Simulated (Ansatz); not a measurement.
# BGeNH+ (triplet): wave-function methods side by side, cc-pVDZ

How much of the correlation energy of BGeNH+ (triplet) does each wave-function method recover here?

Program: Ansatz 0.2.0, Gaussian basis. Level of theory: cc-pVDZ, core rule «outside noble gas», up to 16 orbitals frozen. These are calculated values, not measurements.

The runs, in order: UHF; CCSD(T) on ROHF; CCSD(T) on UHF; BCCD(T) on ROHF; CISD; CCSDT(Q) on ROHF; CCSDT(Q) on UHF; CASSCF and NEVPT2, 10 electrons in 10 orbitals.

21 further runs of the same task are left out: 9 that didn't finish, 12 set aside as unsound or not needed.

### 1 The system

The geometry is a PBE0/def2-TZVP stationary point (not a proven minimum) of the parent state, kept for this charge and spin. No spin-orbit coupling is included. The filled d shell of Ge may be among the frozen orbitals whatever the setting's name suggests; the logs give the count.

4 atoms, charge 1, spin multiplicity 3.

Atoms are counted from 1 here; the program's logs count them from 0.

Bond lengths: Ge1–B2 2.217 Å, Ge1–N3 1.849 Å, B2–N3 1.313 Å, B2–H4 1.179 Å. Angles: B2–Ge1–N3 36.3°, Ge1–B2–N3 56.4°, Ge1–B2–H4 140.9°, N3–B2–H4 162.7°, Ge1–N3–B2 87.3°.

### 2 UHF

The input, in.yaml:

```yaml
crystal:
  periodic: [false, false, false]
  atoms:
    - {symbol: Ge, position_ang: [0.000000, 0.059541, 0.505922]}
    - {symbol: B, position_ang: [0.000000, 0.451319, -1.675815]}
    - {symbol: N, position_ang: [0.000000, -0.753893, -1.154331]}
    - {symbol: H, position_ang: [0.000000, 1.344614, -2.445184]}
basis:
  gaussian: {orbitals: cc-pVDZ}
total_charge: 1
magnetization: {spin_polarized: true, initial_magnetization: 2}
hamiltonian: {xc: hf}
output: {orbitals: {seedname: orbitals}}
```

Command:

```console
$ ansatz run in.yaml --threads 1 --pin off --events-out ev --progress --plain --max-ram 2393MiB
```

After this run come: CCSD(T) on ROHF; CCSD(T) on UHF; BCCD(T) on ROHF; CISD; CCSDT(Q) on ROHF; CCSDT(Q) on UHF; CASSCF and NEVPT2, 10 electrons in 10 orbitals.

**Question.** What will the summary of the whole plan be? Wanted: UCCSDT(Q) below the RHF energy; RMP2 from UCCSDT(Q); UMP2 from UCCSDT(Q); RCCSD from UCCSDT(Q); RCCSD(T) from UCCSDT(Q); UCCSD(T) from UCCSDT(Q); RCCSDT(Q) from UCCSDT(Q); NEVPT2 frontier from UCCSDT(Q); T1 diagnostic.

**Answer**, as computed:

```
                         quantity              value
   UCCSDT(Q) below the RHF energy         -8.7110 eV
              RMP2 from UCCSDT(Q)       +99.4 kJ/mol
              UMP2 from UCCSDT(Q)      +115.0 kJ/mol
             RCCSD from UCCSDT(Q)       +46.1 kJ/mol
          RCCSD(T) from UCCSDT(Q)        +8.0 kJ/mol
          UCCSD(T) from UCCSDT(Q)        +7.4 kJ/mol
         RCCSDT(Q) from UCCSDT(Q)        +1.3 kJ/mol
   NEVPT2 frontier from UCCSDT(Q)      +127.8 kJ/mol
levels within 1 kcal/mol (43 meV)  UCCSDT, RCCSDT(Q)
                    T1 diagnostic              0.033
```

RCCSD(T) lands +8.0 kJ/mol from the yardstick (0.9 % of the correlation energy). These misses are within one basis, not against nature; the frozen cores of restricted and unrestricted runs differ, which can shift their rows.
